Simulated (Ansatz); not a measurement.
**CH5BN2 (SMILES NC1BN1) at BCCD(T)/cc-pVDZ**

What is the energy change on altering one bond length of CH5BN2 at BCCD(T)/cc-pVDZ? 

Program for the calculation: Ansatz 0.2.0.

74 further runs of the same task are left out: 74 set aside as unsound or not needed.

## (1) The structure to begin with

CH5BN2: 9 atoms, total charge 0, spin state singlet. SMILES: `NC1BN1`. Geometry: relaxed at PBE0-D4/def2-TZVP. This is one conformer, not always the lowest.

Bond lengths: N1–C2 1.431 Å, C2–B3 1.561 Å, C2–N4 1.467 Å, B3–N4 1.341 Å, N1–H5 1.010 Å, N1–H6 1.010 Å, C2–H7 1.092 Å, B3–H8 1.184 Å, N4–H9 1.004 Å. Some angles: N1–C2–B3 121.1°, N1–C2–N4 117.3°, B3–C2–N4 52.5°, C2–B3–N4 60.2°, C2–N4–B3 67.4°, N1–C2–H7 115.1°, B3–C2–H7 121.0°, N4–C2–H7 113.6°, C2–N1–H5 112.4°, C2–N1–H6 112.7°.

## (2) A single-point energy at BCCD(T)/cc-pVDZ

molecule.yaml reads:

```yaml
crystal:
  periodic: [false, false, false]
  atoms:
    - symbol: N
      position_ang: [0.142900, 1.194400, -0.640600]
    - symbol: C
      position_ang: [-0.364200, -0.077200, -0.222300]
    - symbol: B
      position_ang: [0.591200, -1.194100, 0.303200]
    - symbol: "N"
      position_ang: [-0.130500, -0.469900, 1.171500]
    - symbol: H
      position_ang: [0.784000, 1.117400, -1.417000]
    - symbol: H
      position_ang: [-0.589900, 1.842600, -0.892400]
    - symbol: H
      position_ang: [-1.366400, -0.317200, -0.582700]
    - symbol: H
      position_ang: [1.414200, -2.039000, 0.194700]
    - symbol: H
      position_ang: [-0.392800, -0.103200, 2.068300]
basis:
  gaussian:
    orbitals: cc-pVDZ
correlation:
  method: bccd_t
  frozen_orbitals: {B: 1, C: 1, H: 0, "N": 1}
accuracy: high
scf:
  omitted_lower_state_checks: [cluster_reference, increment]
```

Run with:

```sh
ansatz run molecule.yaml --threads 1 --pin off --max-ram 3480MiB --events-out events.jsonl --progress --plain --runs-dir runs
```

Log, shortened:

```text
Warning: RAYON_NUM_THREADS=1 ignored (pool sized by the plan → 1); use --threads N
Functional definition: HF
  name "HF"
[...]
1915 factors; integrals over basis functions are off by at most 3.1e-9 eV
[...]
mean field -4743.79940057 eV, -174.3314125084 hartree, gradient 9.5e-8 eV, S^2 0.000000; 0 other end points of the search recorded, 0 dependent functions left out
4 core orbitals not correlated: weight in the atoms' cores, before any rotation towards them, 1.000 or more for the frozen orbitals, at most 0.000 for the correlated occupied ones
reference -4743.79940057 eV, -174.3314125084 hartree; 11, 11 occupied and 66, 66 virtual orbitals, 1915 factors
second order -15.12836092 eV of doubles, -0.00000000 eV of singles
cycle   1  -15.61761275 eV  change   -4.9e-1 eV  update   8.9e-2
[...]
cycle  22  -16.07047927 eV  change   4.7e-10 eV  update   1.1e-9
perturbative correction -0.53877762 eV, -0.0197997122 hartree
Total energy: -4760.40865746 eV, -174.9417914409 hartree
Checks for a lower state left out: cluster_reference, increment
```

Run time: 16 s. Hardware: 1 thread of Arm Neoverse V2, shared host; peak memory 0.62 GiB.

## (3) The distorted shape, same level

in.yaml reads:

```yaml
crystal:
  periodic: [false, false, false]
  atoms:
    - {symbol: N, position_ang: [0.362742, 0.999938, -0.565059]}
    - {symbol: C, position_ang: [-0.144358, -0.271662, -0.146759]}
    - {symbol: B, position_ang: [0.811042, -1.388562, 0.378741]}
    - {symbol: N, position_ang: [0.089342, -0.664362, 1.247041]}
    - {symbol: H, position_ang: [1.003842, 0.922938, -1.341459]}
    - {symbol: H, position_ang: [-0.589900, 1.842600, -0.892400]}
    - {symbol: H, position_ang: [-1.146558, -0.511662, -0.507159]}
    - {symbol: H, position_ang: [1.634042, -2.233462, 0.270241]}
    - {symbol: H, position_ang: [-0.172958, -0.297662, 2.143841]}
basis:
  gaussian:
    orbitals: cc-pVDZ
magnetization:
  spin_polarized: false
  initial_magnetization: 0
correlation:
  method: bccd_t
  frozen_orbitals: {B: 1, C: 1, H: 0, "N": 1}
accuracy: high
scf:
  omitted_lower_state_checks: [cluster_reference, increment]
```

Run with:

```sh
ansatz run in.yaml --threads 1 --pin off --max-ram 3480MiB --events-out events.jsonl --progress --plain --runs-dir runs
```

Log, shortened:

```text
Warning: RAYON_NUM_THREADS=1 ignored (pool sized by the plan → 1); use --threads N
[... 2 set-up lines as earlier in the session ...]
[...]
1919 factors; integrals over basis functions are off by at most 3.1e-9 eV
[...]
mean field -4742.47945552 eV, -174.2829054222 hartree, gradient 1.9e-8 eV, S^2 0.000000; 0 other end points of the search recorded, 0 dependent functions left out
4 core orbitals not correlated: weight in the atoms' cores, before any rotation towards them, 1.000 or more for the frozen orbitals, at most 0.000 for the correlated occupied ones
reference -4742.47945552 eV, -174.2829054222 hartree; 11, 11 occupied and 66, 66 virtual orbitals, 1919 factors
second order -15.34240797 eV of doubles, -0.00000000 eV of singles
cycle   1  -15.80378585 eV  change   -4.6e-1 eV  update   9.3e-2
[...]
cycle  23  -16.30780607 eV  change  -4.7e-10 eV  update   1.4e-9
perturbative correction -0.57206669 eV, -0.0210230631 hartree
Total energy: -4759.35932827 eV, -174.9032293044 hartree
Checks for a lower state left out: cluster_reference, increment
```

It took 16 s on 1 thread of Arm Neoverse V2, shared host; peak memory 0.62 GiB.

## (4) Results

Level: BCCD(T)/cc-pVDZ, 4 core orbitals frozen.

| quantity | value |
| --- | --- |
| first shape: total energy | -174.94179 Eh |
| first shape: correlation energy (4 core orbitals frozen) | -610.4 mEh |
| first shape: (T) correction | -19.80 mEh |
| distorted shape: total energy | -174.90323 Eh |
| distorted shape: correlation energy (4 core orbitals frozen) | -620.3 mEh |
| distorted shape: (T) correction | -21.02 mEh |
| energy change with the N1–H6 bond stretched from 1.010 to 1.313 Å | 1.049 eV |

In words: With the N1–H6 bond stretched from 1.010 to 1.313 Å the energy rises by 1.05 eV (101 kJ/mol). The first shape isn't relaxed at this level, so the change isn't measured from a minimum. The triples (first shape) make up 3.2 % of the correlation energy. The triples (distorted shape) make up 3.4 % of the correlation energy.
